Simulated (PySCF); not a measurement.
# One shape, several levels: AsBr3 (SMILES Br[As](Br)Br)

Aim: a comparison of 6 runs (HF/3-21G, HF/def2-SVP, SVWN5/def2-SVP, B3LYP/6-31G*, MP2/pcseg-1, CCSD(T)/STO-3G) of AsBr3. 

The calculation is run with PySCF 2.14.0.

1 further run of the same task is left out (set aside as unsound or not needed).

## 1. The structure to begin with

The species is AsBr3 (4 atoms), meant as a singlet with charge 0. As SMILES, `Br[As](Br)Br`. Geometry: a GFN2-xTB relaxation, a rough one for these elements and not checked as a minimum.

Bond lengths: Br1–As2 2.337 Å, As2–Br3 2.337 Å, As2–Br4 2.337 Å. Angles: Br1–As2–Br3 99.9°, Br1–As2–Br4 99.9°, Br3–As2–Br4 99.8°.

## 2. Energy and forces at HF/3-21G (run 1)

Contents of calc.py:

```python
# arsenous tribromide
from pyscf import gto

mol = gto.M(
    atom=[
    ('Br', (0.780830, 0.506430, 1.863430)),
    ('As', (-0.771120, -0.143750, 0.241810)),
    ('Br', (0.406860, -1.896460, -0.758980)),
    ('Br', (-0.416560, 1.533770, -1.346260)),
],
    spin=0,
    max_memory=1860,
    verbose=3,
    basis='3-21g',
)

myscf = mol.RHF()
myscf.conv_tol = 1e-10
myscf.kernel()
if not myscf.converged:
    myscf = myscf.newton().run(myscf.mo_coeff, myscf.mo_occ)

e_tot = myscf.e_tot
print(f'total energy: {e_tot:.8f} hartree')
grad = myscf.nuc_grad_method().kernel()
myscf.analyze()
```

Command:

```sh
$ OMP_NUM_THREADS=1 python calc.py
```

The program printed:

```text
converged SCF energy = -9903.61775925275
total energy: -9903.61775925 hartree
[... 15 lines left out ...]
MO #8   energy= -57.9952917690119  occ= 2
[... 7 lines left out ...]
MO #16  energy= -57.9933187993056  occ= 2
[... 7 lines left out ...]
MO #24  energy= -8.11021279026832  occ= 2
[... 7 lines left out ...]
MO #32  energy= -7.3738624654551   occ= 2
[... 7 lines left out ...]
MO #40  energy= -3.10926393052281  occ= 2
[... 7 lines left out ...]
MO #48  energy= -3.09781651869717  occ= 2
[... 7 lines left out ...]
MO #56  energy= -2.15315392846176  occ= 2
[... 7 lines left out ...]
MO #64  energy= -0.452593681898227 occ= 2
[... 7 lines left out ...]
MO #72  energy= 0.0410431101752662 occ= 0
[... 7 lines left out ...]
MO #80  energy= 0.80903291898706   occ= 0
[... 7 lines left out ...]
MO #88  energy= 1.04483845759141   occ= 0
[... 5 lines left out ...]
Dipole moment(X, Y, Z, Debye): -1.82637, -0.34073,  0.57337
```

Run time: 8.1 s. Hardware: 1 thread of Intel Xeon at 2.70GHz, shared host; peak memory 0.18 GiB.

## 3. Energy and gradient at HF/def2-SVP (run 2)

Contents of mol.xyz:

```xyz
4
AsBr3
Br     0.780830     0.506430     1.863430
As    -0.771120    -0.143750     0.241810
Br     0.406860    -1.896460    -0.758980
Br    -0.416560     1.533770    -1.346260
```

Contents of run.py:

```python
from pyscf import gto, scf

mol = gto.M(
    atom='mol.xyz',
    spin=0,
    basis='def2-svp',
    verbose=3,
    max_memory=1860,
)

mf = scf.RHF(mol)
mf.conv_tol = 1e-10
mf.kernel()
if not mf.converged:
    mf = mf.newton().run(mf.mo_coeff, mf.mo_occ)

energy = mf.e_tot
print('E = %.10f Eh' % energy)
grad = mf.nuc_grad_method().kernel()
mf.analyze()
```

Command:

```sh
$ OMP_NUM_THREADS=1 python run.py
```

The program printed:

```text
converged SCF energy = -9950.30490497731
[... 15 lines left out ...]
MO #7   energy= -65.1610180033219  occ= 2
[... 10 lines left out ...]
MO #18  energy= -50.2676123388204  occ= 2
[... 10 lines left out ...]
MO #29  energy= -7.46028638650669  occ= 2
[... 10 lines left out ...]
MO #40  energy= -3.20721635113539  occ= 2
[... 10 lines left out ...]
MO #51  energy= -3.19833735870483  occ= 2
[... 10 lines left out ...]
MO #62  energy= -0.535356050737137 occ= 2
[... 10 lines left out ...]
MO #73  energy= 0.34555026723721   occ= 0
[... 10 lines left out ...]
MO #84  energy= 0.699924697075587  occ= 0
[... 10 lines left out ...]
MO #95  energy= 0.798220810006497  occ= 0
[... 10 lines left out ...]
MO #106 energy= 1.23668587567847   occ= 0
[... 10 lines left out ...]
MO #117 energy= 3.88128048587548   occ= 0
[... 10 lines left out ...]
MO #128 energy= 4.14650886798983   occ= 0
[... 5 lines left out ...]
Dipole moment(X, Y, Z, Debye): -1.35596, -0.25316,  0.42602
```

Run time: 30 s. Hardware: 1 thread of Intel Xeon at 2.70GHz, shared host; peak memory 0.37 GiB.

Runs 3 to 4 aren't shown in full; the table further down has their settings and results.

## 4. Energy and forces at MP2/pcseg-1 (run 5)

Contents of job.py:

```python
# arsenous tribromide
from pyscf import gto, mp

mol = gto.M(
    atom=[
    ('Br', (0.780830, 0.506430, 1.863430)),
    ('As', (-0.771120, -0.143750, 0.241810)),
    ('Br', (0.406860, -1.896460, -0.758980)),
    ('Br', (-0.416560, 1.533770, -1.346260)),
],
    max_memory=1860,
    verbose=4,
    basis='pcseg-1',
)

calc0 = mol.RHF()
calc0.conv_tol = 1e-10
calc0.kernel()
if not calc0.converged:
    calc0 = calc0.newton().run(calc0.mo_coeff, calc0.mo_occ)

pt = mp.MP2(calc0, frozen=36).run()
energy = pt.e_tot
print(f'total energy: {energy:.8f} hartree')
grad = pt.nuc_grad_method().kernel()
dip = calc0.dip_moment()
pop, q = calc0.mulliken_pop()
```

Command:

```sh
$ OMP_NUM_THREADS=1 python job.py
```

The program printed:

```text
PySCF version 2.14.0

[INPUT] num. atoms = 4
[INPUT] num. electrons = 138
[INPUT] charge = 0
[INPUT] spin (= nelec alpha-beta = 2S) = 0
[INPUT] symmetry False subgroup None
[INPUT] Mole.unit = angstrom
[INPUT] Symbol           X                Y                Z      unit          X                Y                Z       unit  Magmom
[INPUT]  1 Br     0.780830000000   0.506430000000   1.863430000000 AA    1.475554849844   0.957014001263   3.521372352298 Bohr   0.0
[INPUT]  2 As    -0.771120000000  -0.143750000000   0.241810000000 AA   -1.457205609175  -0.271648130406   0.456954674181 Bohr   0.0
[INPUT]  3 Br     0.406860000000  -1.896460000000  -0.758980000000 AA    0.768853971041  -3.583790006193  -1.434264334022 Bohr   0.0
[INPUT]  4 Br    -0.416560000000   1.533770000000  -1.346260000000 AA   -0.787184314449   2.898405238074  -2.544062692457 Bohr   0.0

nuclear repulsion = 1328.3843614661
number of shells = 12
number of NR pGTOs = 328
number of NR cGTOs = 108
basis = pcseg-1
ecp = {}

[... 41 lines left out ...]
converged SCF energy = -9950.24162672018
[... 8 lines left out ...]
total energy: -9950.71844777 hartree
[... 7 lines left out ...]
Dipole moment(X, Y, Z, Debye): -1.29566, -0.24193,  0.40710
[... 74 lines left out ...]
pop of  2 Br 3dz^2        2.00149
pop of  2 Br 3dxz         2.00153
pop of  2 Br 3dx2-y2      2.00160
pop of  2 Br 4dxy         0.01133
pop of  2 Br 4dyz         0.00907
pop of  2 Br 4dz^2        0.00214
pop of  2 Br 4dxz         0.00382
pop of  2 Br 4dx2-y2      0.00541
pop of  3 Br 1s           1.99995
pop of  3 Br 2s           2.00088
pop of  3 Br 3s           2.00371
pop of  3 Br 4s           1.18850
pop of  3 Br 5s           0.78493
pop of  3 Br 2px          1.99959
pop of  3 Br 2py          1.99954
pop of  3 Br 2pz          1.99954
pop of  3 Br 3px          1.99867
pop of  3 Br 3py          1.99769
pop of  3 Br 3pz          1.99780
pop of  3 Br 4px          0.80991
pop of  3 Br 4py          0.69154
pop of  3 Br 4pz          0.70503
pop of  3 Br 5px          1.12970
pop of  3 Br 5py          0.94167
pop of  3 Br 5pz          0.96412
pop of  3 Br 3dxy         2.00148
pop of  3 Br 3dyz         2.00211
pop of  3 Br 3dz^2        2.00154
pop of  3 Br 3dxz         2.00147
pop of  3 Br 3dx2-y2      2.00160
pop of  3 Br 4dxy         0.00232
pop of  3 Br 4dyz         0.01884
pop of  3 Br 4dz^2        0.00301
pop of  3 Br 4dxz         0.00211
pop of  3 Br 4dx2-y2      0.00548
 ** Mulliken atomic charges  **
charge of    0Br =     -0.25269
charge of    1As =      0.75811
charge of    2Br =     -0.25269
charge of    3Br =     -0.25272
```

It took 90 s on 1 thread of Intel Xeon at 2.70GHz, shared host; peak memory 1.3 GiB.

## 5. A single-point energy at CCSD(T)/STO-3G (run 6)

Contents of job.py:

```python
from pyscf import gto, scf, cc

mol = gto.Mole()
mol.atom = '''
Br   0.780830   0.506430   1.863430
As  -0.771120  -0.143750   0.241810
Br   0.406860  -1.896460  -0.758980
Br  -0.416560   1.533770  -1.346260
'''
mol.basis = 'sto-3g'
mol.max_memory = 1860
mol.charge = 0
mol.verbose = 4
mol.build()

mf = scf.RHF(mol)
mf.conv_tol = 1e-10
mf.kernel()
if not mf.converged:
    mf = mf.newton().run(mf.mo_coeff, mf.mo_occ)

mycc = cc.CCSD(mf, frozen=36)
mycc.kernel()
e_t = mycc.ccsd_t()
e_tot = mycc.e_tot + e_t
print('E = %.10f Eh' % e_tot)
mf.analyze()
```

Command:

```sh
$ OMP_NUM_THREADS=1 python job.py
```

The program printed:

```text
PySCF version 2.14.0

[INPUT] num. atoms = 4
[INPUT] num. electrons = 138
[INPUT] charge = 0
[INPUT] spin (= nelec alpha-beta = 2S) = 0
[INPUT] symmetry False subgroup None
[INPUT] Mole.unit = angstrom
[INPUT] Symbol           X                Y                Z      unit          X                Y                Z       unit  Magmom
[INPUT]  1 Br     0.780830000000   0.506430000000   1.863430000000 AA    1.475554849844   0.957014001263   3.521372352298 Bohr   0.0
[INPUT]  2 As    -0.771120000000  -0.143750000000   0.241810000000 AA   -1.457205609175  -0.271648130406   0.456954674181 Bohr   0.0
[INPUT]  3 Br     0.406860000000  -1.896460000000  -0.758980000000 AA    0.768853971041  -3.583790006193  -1.434264334022 Bohr   0.0
[INPUT]  4 Br    -0.416560000000   1.533770000000  -1.346260000000 AA   -0.787184314449   2.898405238074  -2.544062692457 Bohr   0.0

nuclear repulsion = 1328.3843614661
number of shells = 32
number of NR pGTOs = 216
number of NR cGTOs = 72
basis = sto-3g
ecp = {}

[... 67 lines left out ...]
Total Energy =                       -9843.390599776834279
[... 8 lines left out ...]
MO #2   energy= -484.480660013675  occ= 2
[... 6 lines left out ...]
MO #9   energy= -57.758403144803   occ= 2
[... 6 lines left out ...]
MO #16  energy= -57.7560690759145  occ= 2
[... 6 lines left out ...]
MO #23  energy= -9.15785107560486  occ= 2
[... 6 lines left out ...]
MO #30  energy= -6.89669821855469  occ= 2
[... 6 lines left out ...]
MO #37  energy= -2.2658754390073   occ= 2
[... 6 lines left out ...]
MO #44  energy= -2.26093819143046  occ= 2
[... 6 lines left out ...]
MO #51  energy= -2.24857331609023  occ= 2
[... 6 lines left out ...]
MO #58  energy= -0.876060531579698 occ= 2
[... 6 lines left out ...]
MO #65  energy= -0.354006456992705 occ= 2
[... 6 lines left out ...]
MO #72  energy= 0.208388706021074  occ= 0
[... 40 lines left out ...]
pop of  2 Br 3s           1.99970
pop of  2 Br 4s           1.95990
pop of  2 Br 2px          2.00000
pop of  2 Br 2py          2.00000
pop of  2 Br 2pz          2.00000
pop of  2 Br 3px          1.99982
pop of  2 Br 3py          1.99960
pop of  2 Br 3pz          1.99986
pop of  2 Br 4px          1.79434
pop of  2 Br 4py          1.54515
pop of  2 Br 4pz          1.83504
pop of  2 Br 3dxy         1.99982
pop of  2 Br 3dyz         1.99986
pop of  2 Br 3dz^2        1.99997
pop of  2 Br 3dxz         1.99994
pop of  2 Br 3dx2-y2      1.99995
pop of  3 Br 1s           2.00000
pop of  3 Br 2s           1.99999
pop of  3 Br 3s           1.99970
pop of  3 Br 4s           1.95992
pop of  3 Br 2px          2.00000
pop of  3 Br 2py          2.00000
pop of  3 Br 2pz          2.00000
pop of  3 Br 3px          1.99997
pop of  3 Br 3py          1.99964
pop of  3 Br 3pz          1.99968
pop of  3 Br 4px          1.96563
pop of  3 Br 4py          1.58356
pop of  3 Br 4pz          1.62536
pop of  3 Br 3dxy         1.99998
pop of  3 Br 3dyz         1.99970
pop of  3 Br 3dz^2        1.99996
pop of  3 Br 3dxz         1.99998
pop of  3 Br 3dx2-y2      1.99992
 ** Mulliken atomic charges  **
charge of    0Br =     -0.13293
charge of    1As =      0.39885
charge of    2Br =     -0.13295
charge of    3Br =     -0.13297
Dipole moment(X, Y, Z, Debye): -1.05808, -0.19740,  0.33241
```

It took 3.6 s on 1 thread of Intel Xeon at 2.70GHz, shared host; peak memory 0.17 GiB.

## 6. Overview of the runs

```csv
run,level,integration grid,Cartesian functions,energy (Eh),dipole moment (D) of the reference,HOMO energy (eV),LUMO energy (eV),wall time
1,HF/3-21G,–,no,-9903.617759,1.94,-10.41,0.77,8.1 s
2,HF/def2-SVP,–,no,-9950.304905,1.44,-10.48,1.21,30 s
3,SVWN5/def2-SVP,5,no,-9943.324536,1.10,-7.06,-3.21,40 s
4,B3LYP/6-31G* (Cartesian functions),5,yes,-9957.374993,1.38,-7.95,-2.69,99 s
5,MP2/pcseg-1,–,no,-9950.718448,1.38,-10.60,1.01,90 s
6,CCSD(T)/STO-3G,–,no,-9843.454854,1.13,-7.69,5.60,3.6 s
```

## 7. What came out

| quantity | value |
| --- | --- |
| run 6: total energy | -9843.45485 Eh |
| run 6: dipole moment (Hartree–Fock density) | 1.13 D |
| run 6: HOMO energy (Hartree–Fock orbitals) | -7.69 eV |
| run 6: LUMO energy (Hartree–Fock orbitals) | 5.60 eV |
| run 6: HOMO–LUMO gap (Hartree–Fock orbitals) | 13.29 eV |
| run 6: correlation energy (36 core orbitals frozen) | -64.3 mEh |
| run 6: (T) correction | -1.29 mEh |
| run 6: T1 diagnostic | 0.005 |

Over runs 1, 2, 3, 4 the dipole moment (its size) runs from 1.10 D (SVWN5/def2-SVP) to 1.94 D (HF/3-21G). The two ends differ in method and basis. Over runs 1, 2, 3, 4 the HOMO–LUMO gap runs from 3.85 eV (SVWN5/def2-SVP) to 11.69 eV (HF/def2-SVP). Exact exchange widens orbital gaps. Totals of different functionals can't be ranked against each other. In run 6 the basis is minimal, so the values are rough. All runs together took 4.5 min, the longest 99 s.
